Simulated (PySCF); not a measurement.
**Sm2OCl2: forces at shaken geometries**

How stiff is Sm2OCl2? Its atoms are displaced at random by several amounts. It is a constructed species; whether it can be made isn't addressed.

Method: PBE0, Sm lcecp-0-SVP with ECP52, O def2-SVP, Cl def2-SVP; scalar-relativistic core potentials, no spin–orbit coupling; program: PySCF 2.14.0.

5 further runs of the same task are left out: 2 for a known fault of the program, 3 that didn't finish.

**1. Starting geometry**

5 atoms, charge 0, spin multiplicity 1.

Bond lengths: Sm1–O3 2.147 Å, Sm1–Cl4 2.676 Å, Sm2–O3 2.147 Å, Sm2–Cl5 2.676 Å. Angles: O3–Sm1–Cl4 118.3°, O3–Sm2–Cl5 118.3°, Sm1–O3–Sm2 180.0°.

Geometry (Å):

```xyz
5

Sm   -0.9492   -0.1195    1.9224
Sm    0.9492    0.1195   -1.9224
O     0.0000    0.0000    0.0000
Cl    0.5835    0.0735    4.1071
Cl   -0.5835   -0.0735   -4.1071
```

Formal oxidation states: Sm +2. Each metal's 6 4f electrons lie in its core potential, so multiplicities, spins and levels count the valence alone. An earlier session relaxed this geometry at PBE0, Sm lcecp-0-SVP with ECP52, O def2-SVP, Cl def2-SVP (singlet, point group C2h).

Its energy there is -1052.845393 Eh.

**2. Atoms moved at random, σ = 0.15 Å**

Input file run.py (the lines that set the calculation):

```python
mol = gto.M(atom='''
Sm    -0.63323    -0.16428     1.58817
Sm     0.76463     0.20523    -1.76424
O     -0.16258     0.08474    -0.18614
Cl     0.53037     0.07833     4.10320
Cl    -0.49919    -0.20402    -3.74099''',
    basis={'Sm': 'lcecp-0-SVP', 'O': 'def2-SVP', 'Cl': 'def2-SVP'},
    ecp={'Sm': 'lcecp-0-SVP'},
    charge=0, spin=0)
mf = dft.RKS(mol, xc='PBE0')
mf.grids.atom_grid = (50, 194)  # f atoms: unpruned, at least (60, 302)
mf = mf.density_fit()  # fitting sets: Sm AutoAux, O def2-universal-JKFIT, Cl def2-universal-JKFIT
mf.conv_tol = 1e-08; mf.max_cycle = 55
mf.kernel(dm0)  # dm0: the density of the relaxed state
```

Started as:

```bash
$ OMP_NUM_THREADS=2 python run.py
```

The program printed:

```text
init E= -1052.88109301402
cycle= 1 E= -1052.71010299316  delta_E= 0.171  |g|= 0.315  |ddm|= 1.54
cycle= 2 E= -1052.65882606139  delta_E= 0.0513  |g|= 0.601  |ddm|= 0.79
cycle= 3 E= -1052.72933015691  delta_E= -0.0705  |g|= 0.0649  |ddm|= 0.579
cycle= 4 E= -1052.73029833106  delta_E= -0.000968  |g|= 0.0108  |ddm|= 0.0993
cycle= 5 E= -1052.73032995657  delta_E= -3.16e-05  |g|= 0.00321  |ddm|= 0.0216
cycle= 6 E= -1052.73033294487  delta_E= -2.99e-06  |g|= 0.000612  |ddm|= 0.00576
cycle= 7 E= -1052.73033307008  delta_E= -1.25e-07  |g|= 8.93e-05  |ddm|= 0.00118
cycle= 8 E= -1052.7303330732  delta_E= -3.12e-09  |g|= 2.01e-05  |ddm|= 0.000202
Extra cycle  E= -1052.7303330733  delta_E= -1.03e-10  |g|= 1.53e-05  |ddm|= 6.5e-05
converged SCF energy = -1052.7303330733
```

Run time: 19 s. Hardware: 2 threads of Intel Xeon at 2.50GHz (Skylake/Cascade Lake), shared host.

It gives: E = -1052.730333 Eh (+3.131 eV from the relaxed state), frontier levels not given, since the 4f levels lie in the core, Mulliken charge on Sm1 +0.71 e, largest force component 9.161 eV/Å. 

```tsv
atom	Fx	Fy	Fz (eV/Å)
Sm1	-2.958	-1.328	9.161
Sm2	7.625	1.545	-5.707
O3	-2.413	0.481	0.100
Cl4	0.063	0.035	-0.352
Cl5	-2.318	-0.733	-3.201
```

**3. Atoms moved at random, σ = 0.1 Å**

Input file run.py (the lines that set the calculation):

```python
mol = gto.M(atom='''
Sm    -0.88410    -0.21750     1.86017
Sm     0.97754     0.13226    -1.85496
O     -0.01636     0.15938     0.12377
Cl     0.56128    -0.04749     4.08617
Cl    -0.63836    -0.02665    -4.21514''',
    basis={'Sm': 'lcecp-0-SVP', 'O': 'def2-SVP', 'Cl': 'def2-SVP'},
    ecp={'Sm': 'lcecp-0-SVP'},
    charge=0, spin=0)
mf = dft.RKS(mol, xc='PBE0')
mf.grids.atom_grid = (50, 194)  # f atoms: unpruned, at least (60, 302)
mf = mf.density_fit()  # fitting sets: Sm AutoAux, O def2-universal-JKFIT, Cl def2-universal-JKFIT
mf.conv_tol = 1e-08; mf.max_cycle = 55
mf.kernel(dm0)  # dm0: the density of the relaxed state
```

Started as:

```bash
$ OMP_NUM_THREADS=2 python run.py
```

The program printed:

```text
init E= -1052.82456943836
cycle= 1 E= -1052.82611655458  delta_E= -0.00155  |g|= 0.106  |ddm|= 0.497
cycle= 2 E= -1052.81826170573  delta_E= 0.00785  |g|= 0.226  |ddm|= 0.316
cycle= 3 E= -1052.82891101632  delta_E= -0.0106  |g|= 0.0285  |ddm|= 0.201
cycle= 4 E= -1052.82910835444  delta_E= -0.000197  |g|= 0.00565  |ddm|= 0.0393
cycle= 5 E= -1052.82911776887  delta_E= -9.41e-06  |g|= 0.00122  |ddm|= 0.0103
cycle= 6 E= -1052.82911837597  delta_E= -6.07e-07  |g|= 0.000321  |ddm|= 0.00271
cycle= 7 E= -1052.82911841167  delta_E= -3.57e-08  |g|= 5e-05  |ddm|= 0.000547
cycle= 8 E= -1052.82911841261  delta_E= -9.4e-10  |g|= 2.31e-05  |ddm|= 0.000122
Extra cycle  E= -1052.82911841263  delta_E= -2e-11  |g|= 2.37e-05  |ddm|= 7.48e-05
converged SCF energy = -1052.82911841263
```

Wall time 17 s (2 threads of Intel Xeon at 2.50GHz (Skylake/Cascade Lake), shared host).

Result: E = -1052.829118 Eh (+0.443 eV from the relaxed state), frontier levels not given, since the 4f levels lie in the core, Mulliken charge on Sm1 +0.75 e, largest force component 3.776 eV/Å. 

```tsv
atom	Fx	Fy	Fz (eV/Å)
Sm1	-1.879	-0.618	2.948
Sm2	-1.000	0.045	-0.311
O3	1.988	0.500	-3.776
Cl4	0.220	0.018	0.203
Cl5	0.670	0.055	0.936
```

**4. Atoms moved at random, σ = 0.1 Å**

Input file run.py (the lines that set the calculation):

```python
mol = gto.M(atom='''
Sm    -0.96268    -0.13641     1.92916
Sm     1.05093     0.15735    -1.93632
O     -0.05244    -0.18424     0.00865
Cl     0.58128     0.08491     4.04075
Cl    -0.61708     0.07838    -4.04224''',
    basis={'Sm': 'lcecp-0-SVP', 'O': 'def2-SVP', 'Cl': 'def2-SVP'},
    ecp={'Sm': 'lcecp-0-SVP'},
    charge=0, spin=0)
mf = dft.RKS(mol, xc='PBE0')
mf.grids.atom_grid = (50, 194)  # f atoms: unpruned, at least (60, 302)
mf = mf.density_fit()  # fitting sets: Sm AutoAux, O def2-universal-JKFIT, Cl def2-universal-JKFIT
mf.conv_tol = 1e-08; mf.max_cycle = 55
mf.kernel(dm0)  # dm0: the density of the relaxed state
```

Started as:

```bash
$ OMP_NUM_THREADS=2 python run.py
```

The program printed:

```text
init E= -1052.82484053913
cycle= 1 E= -1052.83984739856  delta_E= -0.015  |g|= 0.0484  |ddm|= 0.356
cycle= 2 E= -1052.83823999773  delta_E= 0.00161  |g|= 0.105  |ddm|= 0.157
cycle= 3 E= -1052.8406498157  delta_E= -0.00241  |g|= 0.0146  |ddm|= 0.0923
cycle= 4 E= -1052.84069465271  delta_E= -4.48e-05  |g|= 0.00264  |ddm|= 0.0157
cycle= 5 E= -1052.84069650656  delta_E= -1.85e-06  |g|= 0.00107  |ddm|= 0.00488
cycle= 6 E= -1052.84069691798  delta_E= -4.11e-07  |g|= 0.000187  |ddm|= 0.00207
cycle= 7 E= -1052.840696929  delta_E= -1.1e-08  |g|= 3.59e-05  |ddm|= 0.000304
cycle= 8 E= -1052.8406969294  delta_E= -3.99e-10  |g|= 6.91e-06  |ddm|= 5.43e-05
Extra cycle  E= -1052.8406969294  delta_E= 4.32e-12  |g|= 1e-05  |ddm|= 2.05e-05
converged SCF energy = -1052.8406969294
```

Run time: 18 s. Hardware: 2 threads of Intel Xeon at 2.50GHz (Skylake/Cascade Lake), shared host.

It gives: E = -1052.840697 Eh (+0.128 eV from the relaxed state), frontier levels not given, since the 4f levels lie in the core, Mulliken charge on Sm1 +0.79 e, largest force component 1.293 eV/Å. 

```tsv
atom	Fx	Fy	Fz (eV/Å)
Sm1	-0.414	-0.107	-0.236
Sm2	-0.998	-0.307	1.019
O3	0.893	0.327	-1.293
Cl4	0.305	0.053	0.383
Cl5	0.215	0.035	0.127
```

**5. The displacements side by side**

| σ (Å) | energy rise (eV) | harmonic estimate −½ F·u (eV) | largest force component (eV/Å) |
| --- | --- | --- | --- |
| 0.15 | 3.131 | 3.487 | 9.16 |
| 0.1 | 0.443 | 0.430 | 3.78 |
| 0.1 | 0.128 | 0.130 | 1.29 |

Every displacement raises the energy. For a harmonic well the rise equals −½ F·u; the two differ by at most 11 % here (a move with σ = 0.15 Å), from anharmonicity, the grid and the small forces left at the relaxed point. These are double-zeta-type bases without diffuse functions. Spin–orbit coupling is left out.
